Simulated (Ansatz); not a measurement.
HfB:

```
Hf B
1.0
     0.00000    2.31000    2.31000
     2.31000    0.00000    2.31000
     2.31000    2.31000    0.00000
Hf B
1 1
Direct
  0.50000 0.50000 0.50000
  0.00000 0.00000 0.00000
```

Base run:

| Item | Value |
| --- | --- |
| Program | Ansatz 0.2.0 |
| Functional | PBE |
| Potentials or basis | Ansatz PAW soft_1 |
| Cutoff | 420 eV |
| Density cutoff | 1680 eV |
| k mesh | 10 × 10 × 10 |
| Occupations | fermi-dirac, width 0.05 eV |
| Spin | no spin polarisation |

Its results: band gap on the k mesh none (metal or under the smearing width); pressure 29.5 GPa.

**Question.** The run is repeated on the same cell with these changes: functional from PBE to PBEsol; potentials or basis from Ansatz PAW soft_1 to PseudoDojo standard (PBEsol files); cutoff from 420 eV to 1034 eV; density cutoff from 1680 eV to 4136 eV; valence electrons from 29 to 15. What comes out?

**Answer.** Band gap on the k mesh none (metal or under the smearing width); pressure 24.6 GPa.

Caveats: a pressure of tens of GPa on the cell as given is suspect, and the run, the potentials or the cell itself is likely at fault (some runs).

Not every run made on this cell is shown here.
